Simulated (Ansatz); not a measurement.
# BHOSe: one structure at several levels

An exercise on one series of results from a longer session: the logs are not shown, and one member is left open.

Program: Ansatz 0.2.0, Gaussian basis. Level of theory: single points in def2-TZVPP. These are calculated values, not measurements.

Correlated methods freeze the cores. Filled d shells of the heavier atoms are correlated.

## Where the work starts

SMILES `B1O[Se]1`, 4 atoms, charge 0, spin multiplicity 1.

Atoms are counted from 1 here; the program's logs count them from 0.

Bond lengths: B1–O2 1.251 Å, B1–Se3 1.933 Å, B1–H4 1.221 Å, O2–Se3 1.849 Å. Angles: O2–B1–Se3 67.1°, O2–B1–H4 148.6°, Se3–B1–H4 144.1°, B1–O2–Se3 74.4°, B1–Se3–O2 38.6°.

Geometry (Å):

```xyz
4
BHOSe
B    -0.2690    0.2595   -0.0975
O    -0.4137   -0.9095    0.3251
Se    1.3911   -0.5426    0.4838
H    -0.7810    1.2945   -0.4949
```

The first run:

The input, run/in.yaml:

```yaml
crystal:
  periodic: [false, false, false]
  atoms:
    - {symbol: B, position_ang: [-0.269000, 0.259500, -0.097500]}
    - {symbol: O, position_ang: [-0.413700, -0.909500, 0.325100]}
    - {symbol: Se, position_ang: [1.391100, -0.542600, 0.483800]}
    - {symbol: H, position_ang: [-0.781000, 1.294500, -0.494900]}
basis:
  gaussian: {orbitals: def2-TZVPP}
correlation: {method: ccsd_t}
output: {forces: true}
```

No record of the launch command was kept for these runs.

Among the steps run: CCSD(T)/def2-TZVPP; PBE0-D4/def2-TZVPP; wB97M-V/def2-TZVPP; r2SCAN-D4/def2-TZVPP; PBE-D4/def2-TZVPP; BHLYP-D4/def2-TZVPP; LC-wPBE/def2-TZVPP.

One of the session's tables, all rows but one given; the rest of the session is left out.

| method | RMS force component (eV/Å) | angle to CCSD(T) forces (°) | dipole (D) |
| --- | --- | --- | --- |
| CCSD(T) | 2.266 | reference | 1.49 |
| PBE0-D4 | 1.949 | 1.8 | 1.49 |
| wB97M-V | ? | ? | ? |
| r2SCAN-D4 | 2.118 | 2.0 | 1.50 |
| PBE-D4 | 2.323 | 3.0 | 1.35 |
| BHLYP-D4 | 1.704 | 6.4 | 1.66 |
| LC-wPBE | 1.821 | 4.9 | 1.55 |

Estimate the missing values for wB97M-V.

**Answer.** RMS force component (eV/Å): 1.963; angle to CCSD(T) forces (°): 2.8; dipole (D): 1.52. In the column «RMS force component (eV/Å)» it lies between PBE0-D4 (1.949) and r2SCAN-D4 (2.118).
